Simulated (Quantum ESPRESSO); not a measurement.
# MnSnH5 (P4/mmm) in Quantum ESPRESSO: reference runs

Reference runs on MnSnH5: the cell as given.

All numbers are computed with Quantum ESPRESSO 7.5; they aren't measurements. Logs are shortened: lines on timing, memory, paths and dates and some standing lists are left out, and cuts for length are marked.

## Step 1: The crystal as given

It takes space group P4/mmm (No. 123, tetragonal). Conventional cell: a = 3.440 Å, b = 3.440 Å, c = 6.083 Å, α = 90.00°, β = 90.00°, γ = 90.00°. Mn (site symmetry 4/mmm) has 8 H at 2.12 Å as nearest neighbours. Sn (site symmetry 4/mmm) has 12 H at 2.43 to 2.49 Å as nearest neighbours. Around H (site symmetry 2mm) lie 2 Mn at 2.12 Å and 4 H at 2.43 Å. Around H (site symmetry 4/mmm) lie 4 Sn at 2.43 Å and 8 H at 2.49 Å.

The cell was built by a generator and needn't be a form met in nature.

## Step 2: Single point, PBE, collinear spin, ferromagnetic start

The input, pw.in:

```
&CONTROL
  calculation = 'scf'
  prefix = 'pwscf'
  outdir = './tmp'
  pseudo_dir = './pseudo'
  tprnfor = .true.
  tstress = .true.
  disk_io = 'nowf'
/
&SYSTEM
  ibrav = 0
  nat = 7
  ntyp = 3
  ecutwfc = 65
  ecutrho = 780
  nbnd = 28
  occupations = 'smearing'
  smearing = 'fd'
  degauss = 0.00367493
  nspin = 2
  starting_magnetization(1) = 0.2667
  starting_magnetization(2) = 0
  starting_magnetization(3) = 0
/
&ELECTRONS
  conv_thr = 1.4d-09
  electron_maxstep = 120
  mixing_beta = 0.3
/
ATOMIC_SPECIES
Mn    54.9380 mn_pbe_v1.5.uspp.F.UPF
Sn   118.7100 Sn_pbe_v1.uspp.F.UPF
H      1.0080 H.pbe-rrkjus_psl.1.0.0.UPF
CELL_PARAMETERS angstrom
   3.4400962300    0.0000000000    0.0000000000
   0.0000000000    3.4400962300    0.0000000000
   0.0000000000    0.0000000000    6.0831287500
ATOMIC_POSITIONS crystal
Mn     0.0000000000    0.0000000000    0.5000000000
Sn     0.5000000000    0.5000000000    0.0000000000
H      0.0000000000    0.5000000000    0.2955499900
H      0.0000000000    0.5000000000    0.7044500100
H      0.5000000000    0.0000000000    0.2955499900
H      0.5000000000    0.0000000000    0.7044500100
H      0.0000000000    0.0000000000    0.0000000000
K_POINTS automatic
8 8 5 0 0 0
```

Potentials or basis: SSSP 1.3 efficiency PBE.

Launch:

```console
$ OMP_NUM_THREADS=1 pw.x -in pw.in > pw.out
```

pw.out:

```text
This program is part of the open-source Quantum ESPRESSO suite
     for quantum simulation of materials; please cite
[... 9 lines left out ...]
     --------------------
     sticks:   dense  smooth     PW     G-vecs:    dense   smooth      PW
     Sum        2617     877    261               178703    34487    5541

     Using Slab Decomposition

     bravais-lattice index     =            0
     lattice parameter (alat)  =       6.5008  a.u.
     unit-cell volume          =     485.8081 (a.u.)^3
     number of atoms/cell      =            7
     number of atomic types    =            3
     number of electrons       =        34.00
     number of Kohn-Sham states=           28
     kinetic-energy cutoff     =      65.0000  Ry
     charge density cutoff     =     780.0000  Ry
     scf convergence threshold =      1.4E-09
     mixing beta               =       0.3000
     number of iterations used =            8  plain     mixing
     Exchange-correlation= PBE
                           (   1   4   3   4   0   0   0)

     celldm(1)=   6.500840  celldm(2)=   0.000000  celldm(3)=   0.000000
     celldm(4)=   0.000000  celldm(5)=   0.000000  celldm(6)=   0.000000

     crystal axes: (cart. coord. in units of alat)
               a(1) = (   1.000000   0.000000   0.000000 )
               a(2) = (   0.000000   1.000000   0.000000 )
               a(3) = (   0.000000   0.000000   1.768302 )

     reciprocal axes: (cart. coord. in units 2 pi/alat)
               b(1) = (  1.000000  0.000000  0.000000 )
               b(2) = (  0.000000  1.000000  0.000000 )
               b(3) = (  0.000000  0.000000  0.565514 )

     PseudoPot. # 1 for Mn read from file:
     mn_pbe_v1.5.uspp.F.UPF
     Pseudo is Ultrasoft + core correction, Zval = 15.0
     Generated by new atomic code, or converted to UPF format
     Using radial grid of  859 points,  6 beta functions with:
                l(1) =   0
                l(2) =   0
                l(3) =   1
                l(4) =   1
                l(5) =   2
                l(6) =   2
     Q(r) pseudized with  8 coefficients,  rinner =    0.950   0.950   0.950
                                                       0.950   0.950

     PseudoPot. # 2 for Sn read from file:
     Sn_pbe_v1.uspp.F.UPF
     Pseudo is Ultrasoft + core correction, Zval = 14.0
     Generated by new atomic code, or converted to UPF format
     Using radial grid of  891 points,  6 beta functions with:
                l(1) =   0
                l(2) =   0
                l(3) =   1
                l(4) =   1
                l(5) =   2
                l(6) =   2
     Q(r) pseudized with  6 coefficients,  rinner =    1.200   1.200   1.200
                                                       1.200   1.200

     PseudoPot. # 3 for H  read from file:
     H.pbe-rrkjus_psl.1.0.0.UPF
     Pseudo is Ultrasoft, Zval =  1.0
     Generated using "atomic" code by A. Dal Corso  v.5.1
     Using radial grid of  929 points,  2 beta functions with:
                l(1) =   0
                l(2) =   0
     Q(r) pseudized with 0 coefficients

     atomic species   valence    mass     pseudopotential
     Mn               15.00    54.93800     Mn( 1.00)
     Sn               14.00   118.71000     Sn( 1.00)
     H                 1.00     1.00800     H ( 1.00)

     Starting magnetic structure
     atomic species   magnetization
     Mn              0.267
     Sn              0.000
     H               0.000

     16 Sym. Ops., with inversion, found

   Cartesian axes

     site n.     atom                  positions (alat units)
         1        Mn     tau(   1) = (   0.0000000   0.0000000   0.8841510  )
         2        Sn     tau(   2) = (   0.5000000   0.5000000   0.0000000  )
         3        H      tau(   3) = (   0.0000000   0.5000000   0.5226216  )
         4        H      tau(   4) = (   0.0000000   0.5000000   1.2456803  )
         5        H      tau(   5) = (   0.5000000   0.0000000   0.5226216  )
         6        H      tau(   6) = (   0.5000000   0.0000000   1.2456803  )
         7        H      tau(   7) = (   0.0000000   0.0000000   0.0000000  )

     number of k points=    45  Fermi-Dirac smearing, width (Ry)=  0.0037
                       cart. coord. in units 2pi/alat
        k(    1) = (   0.0000000   0.0000000   0.0000000), wk =   0.0031250
        k(    2) = (   0.0000000   0.0000000   0.1131029), wk =   0.0062500
        k(    3) = (   0.0000000   0.0000000   0.2262057), wk =   0.0062500
        k(    4) = (   0.0000000   0.1250000   0.0000000), wk =   0.0125000
        k(    5) = (   0.0000000   0.1250000   0.1131029), wk =   0.0250000
        k(    6) = (   0.0000000   0.1250000   0.2262057), wk =   0.0250000
[... 37 lines left out ...]
        k(   44) = (  -0.5000000  -0.5000000   0.1131029), wk =   0.0062500
        k(   45) = (  -0.5000000  -0.5000000   0.2262057), wk =   0.0062500

     Dense  grid:   178703 G-vectors     FFT dimensions: (  60,  60, 108)

     Smooth grid:    34487 G-vectors     FFT dimensions: (  36,  36,  60)

     Check: negative core charge=   -0.000006
     Generating pointlists ...
     new r_m :   0.2545 (alat units)  1.6546 (a.u.) for type    1
     new r_m :   0.2917 (alat units)  1.8962 (a.u.) for type    2
     new r_m :   0.2545 (alat units)  1.6546 (a.u.) for type    3

     Initial potential from superposition of free atoms

     starting charge      32.4998, renormalised to      34.0000
     Starting wfcs are   27 randomized atomic wfcs +    1 random wfcs

     Self-consistent Calculation

     iteration #  1     ecut=    65.00 Ry     beta= 0.30
     Davidson diagonalization with overlap
     ethr =  1.00E-02,  avg # of iterations =  5.0

     total energy              =    -374.29333166 Ry
     estimated scf accuracy    <      16.05840494 Ry

     total magnetization       =     1.00 Bohr mag/cell
     absolute magnetization    =     1.07 Bohr mag/cell

     iteration #  2     ecut=    65.00 Ry     beta= 0.30
     Davidson diagonalization with overlap
     ethr =  1.00E-02,  avg # of iterations =  3.0

     total energy              =    -378.19364231 Ry
     estimated scf accuracy    <      35.70772085 Ry

     total magnetization       =     0.15 Bohr mag/cell
     absolute magnetization    =     0.24 Bohr mag/cell
[... 145 lines left out ...]
     total energy              =    -379.99087924 Ry
     estimated scf accuracy    <          2.9E-09 Ry

     total magnetization       =     4.16 Bohr mag/cell
     absolute magnetization    =     4.65 Bohr mag/cell

     iteration # 16     ecut=    65.00 Ry     beta= 0.30
     Davidson diagonalization with overlap
     ethr =  8.42E-12,  avg # of iterations =  2.6

     negative rho (up, down):  0.000E+00 9.639E-05

     Magnetic moment per site  (integrated on atomic sphere of radius R)
     atom   1 (R=0.255)  charge= 12.3091  magn=  3.6695
     atom   2 (R=0.292)  charge= 10.7265  magn=  0.0161
     atom   3 (R=0.255)  charge=  1.0595  magn= -0.0544
     atom   4 (R=0.255)  charge=  1.0595  magn= -0.0544
     atom   5 (R=0.255)  charge=  1.0595  magn= -0.0544
     atom   6 (R=0.255)  charge=  1.0595  magn= -0.0544
     atom   7 (R=0.255)  charge=  1.0351  magn=  0.0347

     End of self-consistent calculation

 ------ SPIN UP ------------

          k = 0.0000 0.0000 0.0000 (  4313 PWs)   bands (ev):

   -75.1483 -43.8686 -43.8495 -43.8495 -14.8939 -14.8613 -14.7927 -14.7927
   -14.7411  -3.7181   0.7119   1.3269   2.6152   3.8549   4.0494   4.0494
     4.1716   7.7963   8.1811   8.2136  10.0626  10.0626  12.0535  14.7623
    15.2174  15.2174  16.0772  17.1023

          k = 0.0000 0.0000 0.1131 (  4325 PWs)   bands (ev):

   -75.1483 -43.8686 -43.8495 -43.8495 -14.8939 -14.8612 -14.7927 -14.7927
   -14.7411  -3.6264  -0.2670   2.5146   2.6190   3.9161   4.0446   4.0446
     4.1716   7.6566   8.1944   8.3135  10.1613  10.1613  10.5972  14.5405
    14.5405  15.6206  16.2781  17.5733

          k = 0.0000 0.0000 0.2262 (  4338 PWs)   bands (ev):

   -75.1483 -43.8687 -43.8495 -43.8495 -14.8939 -14.8611 -14.7927 -14.7927
   -14.7411  -3.4440  -1.0372   2.6250   3.4591   4.0368   4.0368   4.1716
     4.3741   7.5083   8.1935   8.4499   8.7736  10.3446  10.3446  13.8122
    13.8122  15.8082  16.6805  18.9388
[... 283 lines left out ...]
   -75.1474 -43.8668 -43.8582 -43.8582 -14.8324 -14.8322 -14.8322 -14.7902
   -14.7109   1.9491   2.0511   2.0511   2.8137   2.8137   3.4037   3.5561
     4.4284   4.4974   6.0156   6.0156   8.1472   8.7675   8.7675   8.8050
    11.4323  13.0868  16.5997  16.5997

          k =-0.5000-0.5000 0.2262 (  4300 PWs)   bands (ev):

   -75.1474 -43.8668 -43.8582 -43.8582 -14.8324 -14.8322 -14.8322 -14.7901
   -14.7109   1.9324   1.9324   2.0470   3.2356   3.2356   3.3899   3.7168
     4.1362   4.4284   5.1260   5.1260   8.0702   8.3574  10.0723  10.0723
    12.7118  14.4891  14.8926  14.8926

 ------ SPIN DOWN ----------

          k = 0.0000 0.0000 0.0000 (  4313 PWs)   bands (ev):

   -70.5638 -39.4222 -39.3465 -39.3465 -14.8812 -14.8528 -14.7854 -14.7854
   -14.7343  -3.6135   0.6717   1.7474   4.3597   7.3994   7.6596   7.6748
     7.6748   8.4378   8.4668   9.7761  10.2040  10.2040  12.2235  15.4883
    16.1040  16.1040  16.5125  17.3776

          k = 0.0000 0.0000 0.1131 (  4325 PWs)   bands (ev):

   -70.5638 -39.4222 -39.3465 -39.3465 -14.8812 -14.8528 -14.7854 -14.7854
   -14.7343  -3.5283  -0.1367   2.8301   4.3764   7.3029   7.5790   7.6425
     7.6425   8.3822   8.4378   9.8887  10.3385  10.3385  11.1147  15.2824
    15.2824  16.1087  16.6236  17.9496

          k = 0.0000 0.0000 0.2262 (  4338 PWs)   bands (ev):

   -70.5638 -39.4222 -39.3465 -39.3465 -14.8812 -14.8526 -14.7854 -14.7854
   -14.7343  -3.3621  -0.8599   4.2493   4.4044   7.0213   7.1594   7.5938
     7.5938   8.4378   8.4478   9.8129  10.0574  10.5784  10.5784  14.4869
    14.4869  16.2743  16.8409  19.4001
[... 283 lines left out ...]
   -70.5626 -39.4196 -39.3583 -39.3583 -14.8246 -14.8246 -14.8242 -14.7832
   -14.7016   2.0788   2.2432   2.2432   3.5877   3.5877   4.0032   6.6842
     7.3996   7.3996   8.0685   8.3609   8.7058  10.1463  10.1463  10.3496
    12.3239  13.9714  17.0409  17.0409

          k =-0.5000-0.5000 0.2262 (  4300 PWs)   bands (ev):

   -70.5626 -39.4196 -39.3583 -39.3583 -14.8246 -14.8246 -14.8242 -14.7831
   -14.7016   2.1278   2.4244   2.4244   3.3142   3.3142   4.0910   6.2520
     7.2355   7.2355   7.6915   8.3609   9.1672  10.1238  11.0783  11.0783
    13.6325  15.0909  15.3610  15.3610

     the Fermi energy is     6.6907 ev

!    total energy              =    -379.99087929 Ry
     estimated scf accuracy    <          2.2E-10 Ry
     smearing contrib. (-TS)   =      -0.00094978 Ry
     internal energy E=F+TS    =    -379.98992950 Ry

     The total energy is F=E-TS. E is the sum of the following terms:
     one-electron contribution =    -211.08808391 Ry
     hartree contribution      =     118.21316102 Ry
     xc contribution           =     -77.38897938 Ry
     ewald contribution        =    -209.72602724 Ry

     total magnetization       =     4.16 Bohr mag/cell
     absolute magnetization    =     4.65 Bohr mag/cell

     convergence has been achieved in  16 iterations

     negative rho (up, down):  0.000E+00 9.639E-05

     Forces acting on atoms (cartesian axes, Ry/au):

     atom    1 type  1   force =     0.00000000    0.00000000    0.00000000
     atom    2 type  2   force =     0.00000000    0.00000000    0.00000000
     atom    3 type  3   force =     0.00000000    0.00000000    0.02780096
     atom    4 type  3   force =     0.00000000    0.00000000   -0.02780096
     atom    5 type  3   force =     0.00000000    0.00000000    0.02780096
     atom    6 type  3   force =     0.00000000    0.00000000   -0.02780096
     atom    7 type  3   force =     0.00000000    0.00000000    0.00000000

     Total force =     0.055602     Total SCF correction =     0.000005

     Computing stress (Cartesian axis) and pressure

     negative rho (up, down):  0.000E+00 9.639E-05
          total   stress  (Ry/bohr**3)                   (kbar)     P=      -91.07
  -0.00066349   0.00000000   0.00000000          -97.60        0.00        0.00
   0.00000000  -0.00066349   0.00000000            0.00      -97.60        0.00
   0.00000000   0.00000000  -0.00053020            0.00        0.00      -77.99

=------------------------------------------------------------------------------=
   JOB DONE.
=------------------------------------------------------------------------------=
```

Run time: 5.6 min. Hardware: 1 thread of Intel Xeon Platinum 8259CL at 2.50GHz (Skylake/Cascade Lake), shared host; peak memory 0.82 GiB.

Results:

```
Free energy                                           : -5170.0393 eV
Pressure                                              : -9.1 GPa
Largest force                                         : 0.715 eV/Å
Band gap on the k mesh                                : none (metal or under the smearing width)
Net moment                                            : 4.16 μB per cell
Absolute moment                                       : 4.65 μB per cell
Site moments                                          : Mn +3.67; Sn +0.02; H -0.05, +0.03 μB
Valence electrons inside the program's atomic spheres : Mn 12.31; Sn 10.73; H 1.06, 1.04
```

Forces on the atoms (eV/Å):
```
Mn   0.000  0.000  0.000
Sn   0.000  0.000  0.000
H    0.000  0.000  0.715
H    0.000  0.000 -0.715
H    0.000  0.000  0.715
H    0.000  0.000 -0.715
H    0.000  0.000  0.000
```
